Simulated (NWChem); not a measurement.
**One shape, several levels: BGeNH5 (SMILES B[N][GeH3])**

We compute a comparison of 3 runs (UHF/STO-3G, UHF/3-21G, UB3LYP/6-31G*) of BGeNH5. 

The results are computed with NWChem 7.3.0.

### Step 1. The molecule

BGeNH5: 8 atoms, total charge 0, spin state doublet. As SMILES, `B[N][GeH3]`. The shape is that of a PBE0-D4/def2-TZVP optimisation.

Bond lengths: B1–N2 1.338 Å, N2–Ge3 1.820 Å, B1–H4 1.208 Å, B1–H5 1.208 Å, Ge3–H6 1.535 Å, Ge3–H7 1.534 Å, Ge3–H8 1.536 Å. Angles: B1–N2–Ge3 177.0°, N2–B1–H4 120.1°, N2–B1–H5 120.4°, N2–Ge3–H6 108.1°, N2–Ge3–H7 109.2°, N2–Ge3–H8 106.3°, H4–B1–H5 119.6°, H6–Ge3–H7 111.1°, H6–Ge3–H8 110.9°, H7–Ge3–H8 111.0°.

### Step 2. Energy and gradient at UHF/STO-3G (run 1)

Contents of geom.nw:

```
start geom
title "BGeH5N"
memory 2200 mb

geometry units angstroms noautosym nocenter noautoz
B     -0.810700     1.044200    -1.169800
N     -0.148400     0.268000    -0.304200
Ge     0.669800    -0.823400     0.900500
H     -1.752600     0.600200    -1.782900
H     -0.471400     2.189900    -1.345900
H      0.832900    -0.046400     2.213800
H      2.031700    -1.257900     0.343400
H     -0.259000    -2.031700     1.089300
end

basis spherical bse
B library STO-3G
N library STO-3G
Ge library STO-3G
H library STO-3G
end

scf
nopen 1
uhf
thresh 1e-08
maxiter 80
print low
end

task scf gradient
```

Launch:

```console
$ nwchem geom.nw > geom.out
```

Output:

```text
[...]
  functions       =    33
[...]
  wavefunction    = UHF
[...]
         Total SCF energy =  -2132.792819930507
      One electron energy =  -3314.217573782627
      Two electron energy =   1018.430677931187
 Nuclear repulsion energy =    162.994075920934
                       Sz =      0.5000
                 Sz(Sz+1) =      0.7500
                      S^2 =      0.7819
[...]
                         UHF ENERGY GRADIENTS
    atom               coordinates                        gradient
                 x          y          z           x          y          z
   1 B      -1.532001   1.973252  -2.210601    0.018899  -0.021483   0.024595
   2 N      -0.280435   0.506447  -0.574855   -0.017609   0.021528  -0.024414
   3 Ge      1.265738  -1.556000   1.701698    0.000078   0.004746  -0.004465
   4 H      -3.311934   1.134214  -3.369192   -0.021572  -0.009890  -0.014148
   5 H      -0.890817   4.138311  -2.543382    0.007346   0.026165  -0.004317
   6 H       1.573953  -0.087683   4.183475    0.003434   0.018816   0.031852
   7 H       3.839356  -2.377086   0.648932    0.032604  -0.010648  -0.013519
   8 H      -0.489439  -3.839356   2.058479   -0.023179  -0.029235   0.004416
 Task  times  cpu:        3.2s     wall:        3.2s
 Total times  cpu:        3.2s     wall:        3.2s
```

It took 4.2 s on 1 thread of Intel Xeon 6975P-C (Granite Rapids), shared host; peak memory 0.097 GiB.

### Step 3. Energy and forces at UHF/3-21G (run 2)

Contents of a.nw:

```
start a
memory 2200 mb
geometry noautosym nocenter noautoz
B    -0.810700    1.044200   -1.169800
N    -0.148400    0.268000   -0.304200
Ge    0.669800   -0.823400    0.900500
H    -1.752600    0.600200   -1.782900
H    -0.471400    2.189900   -1.345900
H     0.832900   -0.046400    2.213800
H     2.031700   -1.257900    0.343400
H    -0.259000   -2.031700    1.089300
end
basis "ao basis" spherical bse
* library 3-21G
end
scf
doublet
uhf
thresh 1e-08
maxiter 80
end
task scf gradient
```

Launch:

```console
$ nwchem a.nw > a.out
```

Output:

```text
[...]
  functions       =    50
[...]
  wavefunction    = UHF
[...]
         Total SCF energy =  -2146.917505516721
      One electron energy =  -3316.893714001422
      Two electron energy =   1006.982132563768
 Nuclear repulsion energy =    162.994075920934
                       Sz =      0.5000
                 Sz(Sz+1) =      0.7500
                      S^2 =      0.7751
[...]
                         UHF ENERGY GRADIENTS
    atom               coordinates                        gradient
                 x          y          z           x          y          z
   1 B      -1.532001   1.973252  -2.210601    0.021420  -0.025542   0.028947
   2 N      -0.280435   0.506447  -0.574855   -0.017794   0.022655  -0.025541
   3 Ge      1.265738  -1.556000   1.701698    0.001126  -0.002040   0.002355
   4 H      -3.311934   1.134214  -3.369192   -0.004452  -0.002168  -0.002955
   5 H      -0.890817   4.138311  -2.543382    0.001580   0.005465  -0.000906
   6 H       1.573953  -0.087683   4.183475   -0.000881   0.001221   0.000066
   7 H       3.839356  -2.377086   0.648932    0.000036   0.000631  -0.001727
   8 H      -0.489439  -3.839356   2.058479   -0.001035  -0.000223  -0.000238
[...]
```

It took 4.5 s on 1 thread of Intel Xeon 6975P-C (Granite Rapids), shared host; peak memory 0.096 GiB.

### Step 4. Energy and forces at UB3LYP/6-31G(d) (Cartesian functions) (run 3)

Contents of run.py:

```python
from ase import Atoms
from ase.calculators.nwchem import NWChem

atoms = Atoms(['B', 'N', 'Ge', 'H', 'H', 'H', 'H', 'H'], positions=[
    [-0.810700, 1.044200, -1.169800],
    [-0.148400, 0.268000, -0.304200],
    [0.669800, -0.823400, 0.900500],
    [-1.752600, 0.600200, -1.782900],
    [-0.471400, 2.189900, -1.345900],
    [0.832900, -0.046400, 2.213800],
    [2.031700, -1.257900, 0.343400],
    [-0.259000, -2.031700, 1.089300],
])

calc = NWChem(
    label='bgeh5n',
    theory='dft',
    memory='2200 mb',
    basis='6-31G*',
    dft={'xc': 'b3lyp', 'mult': '2', 'grid': 'xfine', 'convergence': 'energy 1e-08', 'iterations': '100', 'mulliken': None},
)
atoms.calc = calc

forces = atoms.get_forces()
print("Total energy (eV):", round(atoms.get_potential_energy(), 6))
print("forces (eV/A):")
for s, f in zip(atoms.symbols, forces):
    print(f"{s:2s} {f[0]:10.5f} {f[1]:10.5f} {f[2]:10.5f}")
```

Launch:

```console
$ export ASE_NWCHEM_COMMAND="nwchem PREFIX.nwi > PREFIX.nwo"
$ python run.py
```

Output:

```text
Total energy (eV): -58758.587282
forces (eV/A):
B    -0.11704    0.14496   -0.15961
N     0.00864   -0.01558    0.01877
Ge    0.06145   -0.03785    0.04649
H    -0.01239    0.01913   -0.01882
H    -0.01496    0.01394   -0.02052
H     0.01985    0.04787    0.13025
H     0.12568   -0.05620   -0.02916
H    -0.07122   -0.11627    0.03260
```

The calculator wrote bgeh5n.nwi:

```
title "bgeh5n"

permanent_dir bgeh5n

scratch_dir bgeh5n

start bgeh5n

geometry units angstrom nocenter noautosym noautoz
  B  -8.1069999999999998e-01 1.0442000000000000e+00 -1.1698000000000000e+00
  N  -1.4840000000000000e-01 2.6800000000000002e-01 -3.0420000000000003e-01
  Ge 6.6979999999999995e-01 -8.2340000000000002e-01 9.0049999999999997e-01
  H  -1.7525999999999999e+00 6.0019999999999996e-01 -1.7828999999999999e+00
  H  -4.7139999999999999e-01 2.1899000000000002e+00 -1.3459000000000001e+00
  H  8.3289999999999997e-01 -4.6399999999999997e-02 2.2138000000000000e+00
  H  2.0316999999999998e+00 -1.2579000000000000e+00 3.4339999999999998e-01
  H  -2.5900000000000001e-01 -2.0316999999999998e+00 1.0892999999999999e+00
end

memory 2200 mb

basis noprint
   * library 6-31G*
end

dft
  xc b3lyp
  mult 2
  grid xfine
  convergence energy 1e-08
  iterations 100
  mulliken
end

task dft gradient
```

bgeh5n.nwo:

```text
Northwest Computational Chemistry Package (NWChem) 7.3.0
             --------------------------------------------------------

           Job information
           ---------------

    nwchem branch   = 7.3.0
    use scalapack   = T
    input           = bgeh5n.nwi
    prefix          = bgeh5n.
    data base       = bgeh5n/bgeh5n.db
    status          = startup
    nproc           =        1

           Memory information
           ------------------

[... 5 lines left out ...]
    hardfail = no
[... 124 lines left out ...]
          Convergence on energy requested:  1.00D-08
[... 30 lines left out ...]
          total energy or number of iterations.
[... 89 lines left out ...]
      One electron energy =    -3328.015933816609
[... 1191 lines left out ...]
          Convergence on energy requested:  1.00D-08
[... 30 lines left out ...]
          total energy or number of iterations.
[... 36 lines left out ...]
                 ----------------------------------------
                 |  Time  |  1-e(secs)   |  2-e(secs)   |
                 ----------------------------------------
                 |  CPU   |       0.00   |       4.06   |
                 ----------------------------------------
                 |  WALL  |       0.00   |       4.06   |
                 ----------------------------------------

 Task  times  cpu:       46.7s     wall:       46.7s
 Total times  cpu:       46.8s     wall:       46.8s
```

Run time: 48 s. Hardware: 1 thread of Intel Xeon 6975P-C (Granite Rapids), shared host; peak memory 0.14 GiB.

### Step 5. All runs side by side

```
run                                level  Cartesian functions  iteration cap   energy (Eh)   ⟨S²⟩  largest force (eV/Å)  wall time
  1                           UHF/STO-3G                   no             80  -2132.792820  0.782                 1.940      4.2 s
  2                            UHF/3-21G                   no             80  -2146.917506  0.775                 2.270      4.5 s
  3  UB3LYP/6-31G* (Cartesian functions)                  yes            100  -2159.338272  0.757                 0.245       48 s
```

### Step 6. What came out

```
                                 quantity           value
                      run 3: total energy  -2159.33827 Eh
                     run 3: dipole moment          1.74 D
run 3: HOMO energy (highest over α and β)        -7.00 eV
 run 3: LUMO energy (lowest over α and β)        -3.25 eV
                              run 3: ⟨S²⟩           0.757
          run 3: largest force on an atom      0.245 eV/Å
```

In words: In run 1 the basis is minimal, so the values are rough. All runs together took 57 s, the longest 48 s.
